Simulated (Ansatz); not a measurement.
# C₅H₅F₃: basis-set convergence

Aim: see how fast density functionals converge with the basis set for C₅H₅F₃.

The runs use Ansatz 0.2.0, Gaussian basis; one geometry, several basis sets.

Levels to be run: PBE0-D4/def2-SVP; ωB97M-V/def2-SVP; PBE0-D4/def2-QZVPP; ωB97M-V/def2-QZVPP; the functionals' def2-TZVPP values are taken from earlier runs.

## Step 1: The geometry

An earlier PBE0-D4 in a triple-zeta def2 set relaxation fixed the geometry.

SMILES `F[C@H]1[C@H](F)C=C[C@@H]1F`, 13 atoms, charge 0, spin multiplicity 1.

Atoms are counted from 1 here; the program's logs count them from 0.

Bond lengths: F1–C2 1.383 Å, C2–C3 1.492 Å, C2–C7 1.525 Å, C2–H9 1.096 Å, C3–C4 1.328 Å, C3–H10 1.083 Å, C4–C5 1.492 Å, C4–H11 1.083 Å, C5–F6 1.383 Å, C5–C7 1.525 Å, C5–H12 1.096 Å, C7–F8 1.374 Å, C7–H13 1.094 Å. Angles: F1–C2–C3 112.0°, F1–C2–C7 111.8°, F1–C2–H9 106.7°, C3–C2–C7 103.4°, C3–C2–H9 112.8°, C7–C2–H9 110.1°, C2–C3–C4 111.6°, C2–C3–H10 122.0°, C4–C3–H10 126.4°, C3–C4–C5 111.6°, C3–C4–H11 126.4°, C5–C4–H11 122.0°, C4–C5–F6 112.0°, C4–C5–C7 103.4°, C4–C5–H12 112.8°, F6–C5–C7 111.8°, F6–C5–H12 106.8°, C7–C5–H12 110.1° and more.

## Step 2: PBE0-D4 in def2-SVP

The input, in.yaml:

```yaml
crystal:
  periodic: [false, false, false]
  atoms:
    - {symbol: F, position_ang: [-1.214627, -1.998938, -0.553556]}
    - {symbol: C, position_ang: [-0.870489, -0.858599, 0.149151]}
    - {symbol: C, position_ang: [0.445407, -1.001834, 0.837746]}
    - {symbol: C, position_ang: [1.212937, 0.065855, 0.651628]}
    - {symbol: C, position_ang: [0.531388, 1.091660, -0.190695]}
    - {symbol: F, position_ang: [1.363006, 1.587061, -1.178399]}
    - {symbol: C, position_ang: [-0.656429, 0.334865, -0.776212]}
    - {symbol: F, position_ang: [-1.777607, 1.121251, -0.888272]}
    - {symbol: H, position_ang: [-1.693677, -0.655025, 0.843589]}
    - {symbol: H, position_ang: [0.689177, -1.871883, 1.434422]}
    - {symbol: H, position_ang: [2.199093, 0.228371, 1.068193]}
    - {symbol: H, position_ang: [0.181309, 1.953432, 0.389072]}
    - {symbol: H, position_ang: [-0.388987, -0.030915, -1.771968]}
basis:
  gaussian: {orbitals: def2-SVP}
hamiltonian: {xc: pbe0, dispersion: d4}
output: {orbitals: {seedname: orbitals}}
```

The run is started by

```
ansatz run in.yaml --threads 4 --pin off --events-out ev --progress --plain --max-ram 11315MiB
```

The runs that follow: ωB97M-V in def2-SVP; PBE0-D4 in def2-QZVPP; ωB97M-V in def2-QZVPP.

Before running them: what should the planned runs give, taken together? Wanted: PBE0-D4: double and triple zeta above quadruple; ωB97M-V: double and triple zeta above quadruple.

The runs gave:

| quantity | value |
| --- | --- |
| PBE0-D4: double and triple zeta above quadruple | 16.44, 0.69 eV |
| ωB97M-V: double and triple zeta above quadruple | 16.86, 0.65 eV |

In words: PBE0-D4 gains 15.75 eV from double to triple zeta, then 0.69 eV more. Total energies overstate the basis error of differences, where much of it tends to cancel.
